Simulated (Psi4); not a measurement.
# GeF4 (tetrafluorogermane): revPBE/def2-SVP

Aim: the energy change on altering one bond length of GeF4 (tetrafluorogermane) at revPBE/def2-SVP, from 2 runs. 

The calculation is run with Psi4 1.11.

5 further runs of the same task are left out: 5 that didn't finish.

**1. The molecule**

The species is GeF4 (5 atoms), meant as a singlet with charge 0. As SMILES, `[F][Ge]([F])([F])[F]`. Geometry: relaxed at PBE0-D4/def2-TZVP.

Bond lengths: F1–Ge2 1.691 Å, Ge2–F3 1.691 Å, Ge2–F4 1.692 Å, Ge2–F5 1.691 Å. Angles: F1–Ge2–F3 109.5°, F1–Ge2–F4 109.5°, F1–Ge2–F5 109.5°, F3–Ge2–F4 109.5°, F3–Ge2–F5 109.5°, F4–Ge2–F5 109.5°.

**2. Energy and gradient at revPBE/def2-SVP**

The input, input.dat:

```
memory 2.2 GB

molecule {
  F     -0.454480     0.095450     1.626500
  Ge     0.000000     0.000000     0.000000
  F      1.278170    -1.095570    -0.164850
  F     -1.316060    -0.525960    -0.923330
  F      0.492370     1.526090    -0.538320
  symmetry c1
  no_reorient
  no_com
}

set puream true
set e_convergence 1e-09
set d_convergence 1e-08
set scf_type pk
set dft_radial_points 99
set dft_spherical_points 590

gradient("revpbe/def2-SVP")
```

Command:

```bash
$ psi4 input.dat output.dat -n 1
```

output.dat:

```text
[...]
  Running in c1 symmetry.
[...]
  Nuclear repulsion =  453.504144493716979
[...]
  Multiplicity = 1
[...]
  Nalpha       = 34
  Nbeta        = 34
[...]
    Number of basis functions: 88
[...]
   @RKS iter   1: -2474.43073413453340   -1.99839e+00   2.76026e-02 DIIS/ADIIS
[...]
   @RKS iter  10: -2475.63141717278768   -7.73070e-12   5.78057e-09 DIIS
[...]
    Orbital Energies [Eh]
    ---------------------
    Doubly Occupied:
       1A   -397.155035     2A    -49.257391     3A    -43.876336
       4A    -43.876336     5A    -43.876336     6A    -24.302244
       7A    -24.302179     8A    -24.302178     9A    -24.302177
      10A     -6.095134    11A     -4.310619    12A     -4.310619
      13A     -4.310618    14A     -1.232185    15A     -1.232184
      16A     -1.232184    17A     -1.212661    18A     -1.212660
      19A     -1.112621    20A     -1.063101    21A     -1.063099
      22A     -1.063096    23A     -0.552850    24A     -0.458009
      25A     -0.458007    26A     -0.458005    27A     -0.392977
      28A     -0.392974    29A     -0.389944    30A     -0.389943
      31A     -0.389942    32A     -0.370341    33A     -0.370341
      34A     -0.370339
[...]
  @RKS Final Energy: -2475.63141717278768
   => Energetics <=
    Nuclear Repulsion Energy =            453.5041444937169786
    One-Electron Energy =               -4353.5085480640300375
    Two-Electron Energy =                1545.1027986061517367
    DFT Exchange-Correlation Energy =    -120.7298122086264840
    Empirical Dispersion Energy =           0.0000000000000000
    VV10 Nonlocal Energy =                  0.0000000000000000
    Total Energy =                      -2475.6314171727876783
[...]
 Multipole Moments:
 ------------------------------------------------------------------------------------
     Multipole            Electronic (a.u.)      Nuclear  (a.u.)        Total (a.u.)
 ------------------------------------------------------------------------------------
 L = 1.  Multiply by 2.5417464519 to convert [e a0] to [Debye]
 Dipole X            :          0.0000053           -0.0000000            0.0000053
 Dipole Y            :         -0.0001719            0.0001701           -0.0000018
 Dipole Z            :          0.0000057            0.0000000            0.0000057
 Magnitude           :                                                    0.0000080
[...]
  -Total Gradient:
     Atom            X                  Y                   Z
    ------   -----------------  -----------------  -----------------
       1        0.006636503525    -0.001484500058    -0.023860855996
       2        0.000002221331     0.000003084532     0.000002511815
       3       -0.018734100018     0.015971722132     0.002369030522
       4        0.019330600799     0.007758058332     0.013528989257
       5       -0.007202842052    -0.022422571061     0.007961116114
[...]
```

Wall time 17 s (1 thread of AMD EPYC 7R43 (Zen 3), shared host); peak memory 0.83 GiB.

**3. The distorted shape, same level**

The input, input.dat:

```
memory 2200 MB

molecule molecule1 {
  F     -1.22111835     0.49089416     3.12036302
  Ge    -0.36227562     0.31051980     0.04672348
  F      2.41539124    -2.07032725    -0.31152135
  F     -2.84926858    -0.68340056    -1.69811734
  F      0.56816884     3.19441194    -0.97055389
  units au
  symmetry c1
  no_reorient
  no_com
}

set {
  basis def2-SVP
  reference rks
  puream true
  e_convergence 1e-09
  d_convergence 1e-08
  scf_type pk
  dft_radial_points 99
  dft_spherical_points 590
}

result, w = gradient('revpbe', return_wfn=True)
oeprop(w, 'MAYER_INDICES', 'WIBERG_LOWDIN_INDICES', 'DIPOLE', title='REVPBE')
```

Command:

```bash
$ psi4 -n 1 input.dat output.dat
```

output.dat, shortened:

```text
[...]
  Running in c1 symmetry.
[...]
  Nuclear repulsion =  438.452774640062330
[...]
  Multiplicity = 1
[...]
  Nalpha       = 34
  Nbeta        = 34
[...]
    Number of basis functions: 88
[...]
   @RKS iter   1: -2474.41810891896966   -2.20774e+00   2.74296e-02 ADIIS/DIIS
[...]
   @RKS iter  12: -2475.61455621227879    0.00000e+00   1.61054e-09 DIIS
[...]
  @RKS Final Energy: -2475.61455621227879
   => Energetics <=
    Nuclear Repulsion Energy =            438.4527746400623300
    One-Electron Energy =               -4323.2355247147497721
    Two-Electron Energy =                1529.8185152355699756
    DFT Exchange-Correlation Energy =    -120.6503213731611481
    Empirical Dispersion Energy =           0.0000000000000000
    VV10 Nonlocal Energy =                  0.0000000000000000
    Total Energy =                      -2475.6145562122787851
[...]
  -Total Gradient:
     Atom            X                  Y                   Z
    ------   -----------------  -----------------  -----------------
       1        0.004979099555    -0.000261399014    -0.022556102844
       2       -0.068460518317     0.058684567192     0.008832996408
       3        0.054586966305    -0.046789886724    -0.007039345153
       4        0.017027555651     0.008402675326     0.013034755837
       5       -0.008240589434    -0.020221624045     0.007737365883
[...]
 Multipole Moments:
 ------------------------------------------------------------------------------------
     Multipole            Electronic (a.u.)      Nuclear  (a.u.)        Total (a.u.)
 ------------------------------------------------------------------------------------
 L = 1.  Multiply by 2.5417464519 to convert [e a0] to [Debye]
 Dipole X            :         21.1234875          -21.3742615           -0.2507740
 Dipole Y            :        -18.1059009           18.3208382            0.2149373
 Dipole Z            :         -2.7243340            2.7566853            0.0323514
 Magnitude           :                                                    0.3318618
[...]
```

It took 19 s on 1 thread of AMD EPYC 7R43 (Zen 3), shared host; peak memory 0.82 GiB.

**4. Results**

At revPBE/def2-SVP:

| quantity | value |
| --- | --- |
| first shape: total energy | -2475.63142 Eh |
| first shape: dipole moment | 0.00 D |
| first shape: HOMO energy | -10.08 eV |
| first shape: LUMO energy | -2.55 eV |
| first shape: HOMO–LUMO gap | 7.53 eV |
| first shape: largest force on an atom | 1.278 eV/Å |
| distorted shape: total energy | -2475.61456 Eh |
| distorted shape: dipole moment | 0.84 D |
| distorted shape: HOMO energy | -9.08 eV |
| distorted shape: LUMO energy | -3.63 eV |
| distorted shape: HOMO–LUMO gap | 5.45 eV |
| distorted shape: largest force on an atom | 4.659 eV/Å |
| energy change with the Ge2–F3 bond stretched from 1.691 to 1.945 Å | 0.459 eV |

In words: With the Ge2–F3 bond stretched from 1.691 to 1.945 Å the energy rises by 0.46 eV (44.3 kJ/mol). The first shape isn't relaxed at this level, so the change isn't measured from a minimum. The largest force (first shape) is 1.28 eV/Å: the shape isn't a stationary point for this species at this level.
